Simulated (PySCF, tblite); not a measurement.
**C5H14BNS: geometry, infrared bands and NMR shifts**

What infrared bands and NMR shifts should C5H14BNS (`CCCNB(C)SC`) show?

The runs use tblite 0.8.0 and PySCF 2.14.0, with density-fitted response routines of our own; the level of theory stands in each step. All values are computed, except where a source is named. Atoms are numbered from 0 throughout.

## Step 1: Starting geometry

22 atoms, charge 0, multiplicity 1; geometry from: force field or distance geometry start.

Bonds of the start (Å): C0–C1 1.51, C1–C2 1.53, C2–N3 1.45, N3–B4 1.52, B4–C5 1.59, B4–S6 1.90, S6–C7 1.83, C0–H8 1.11, C0–H9 1.10, C0–H10 1.12, C1–H11 1.13, C1–H12 1.12, C2–H13 1.11, C2–H14 1.13, N3–H15 1.06, C5–H16 1.11, C5–H17 1.10, C5–H18 1.12, C7–H19 1.11, C7–H20 1.11, C7–H21 1.10.

## Step 2: Geometry optimisation with GFN2-xTB

The job: settings as JSON, then the geometry in Å.

```
{"job": {"kind": "relax", "xc": "GFN2-xTB", "basis": "xTB"}, "charge": 0, "multiplicity": 1}
C     -3.497200    -0.825600    -0.392700
C     -2.313200    -0.409800     0.451700
C     -1.071600    -0.126700    -0.402500
N      0.040900     0.291800     0.436100
B      1.235100     0.709800    -0.404000
C      1.761500     2.204200    -0.326300
S      2.115400    -0.533900    -1.533700
C      3.303200    -1.052600    -0.243900
H     -3.770800    -0.009200    -1.093500
H     -3.276200    -1.743300    -0.965300
H     -4.380200    -1.030000     0.263400
H     -2.079400    -1.239000     1.175200
H     -2.577600     0.494800     1.056600
H     -0.813100    -1.039000    -0.987800
H     -1.340900     0.703500    -1.116300
H      0.346500    -0.539400     1.022100
H      2.641600     2.341900    -0.990800
H      0.957900     2.895500    -0.630500
H      2.068200     2.430700     0.726200
H      3.980300    -1.823100    -0.668100
H      2.754900    -1.492400     0.620600
H      3.904400    -0.188900     0.089800
```

On the command line:

```sh
$ OMP_NUM_THREADS=1 python probes_run.py task.json out
```

One launch serves the whole session: the jobs run in the order shown.

**Question.** This job is followed by: GFN2-xTB harmonic vibrations, gas phase; GIAO PBE0/pcSseg-1 NMR shielding, non-relativistic, gas phase. What will the session give for the following? strongest single infrared mode (GFN2-xTB); zero-point energy (GFN2-xTB); ¹³C shifts against TMS (PBE0/pcSseg-1); ¹H shifts against TMS (PBE0/pcSseg-1, means over atoms taken as alike); ¹⁵N shifts against NH3 (PBE0/pcSseg-1); ¹¹B shifts against BF3·OEt2 (PBE0/pcSseg-1); ³³S shifts against CS2 (PBE0/pcSseg-1).

The runs gave:

| quantity | value |
| --- | --- |
| strongest single infrared mode (GFN2-xTB) | 1465 cm⁻¹, 212 km/mol |
| zero-point energy (GFN2-xTB) | 118.9 kcal/mol |
| ¹³C shifts against TMS (PBE0/pcSseg-1) | 51.0, 32.2, 15.3, 13.5, 5.1 ppm |
| ¹H shifts against TMS (PBE0/pcSseg-1, means over atoms taken as alike) | 3.73, 3.02, 2.03, 1.43, 0.96, 0.39 ppm |
| ¹⁵N shifts against NH3 (PBE0/pcSseg-1) | 128.8 ppm |
| ¹¹B shifts against BF3·OEt2 (PBE0/pcSseg-1) | 40.1 ppm |
| ³³S shifts against CS2 (PBE0/pcSseg-1) | -85 ppm |

The optimisation took 143 steps and gained 1.694 eV; among the close pairs (by a distance rule), N3–B4 changed most, from 1.519 to 1.388 Å. All 60 modes are real, so the xTB geometry is a minimum. GFN2-xTB is a fitted tight-binding method: band positions and strengths are rough. Its intensities can rank the bands wrongly. C2 (sp3 CH2 bonded to N) lies farthest downfield among carbon, at 51.0 ppm; pulled downfield by the heteroatom. At PBE0/pcSseg-1: Shielding is most anisotropic at S6 (span 160 ppm, paramagnetic term -474 ppm).
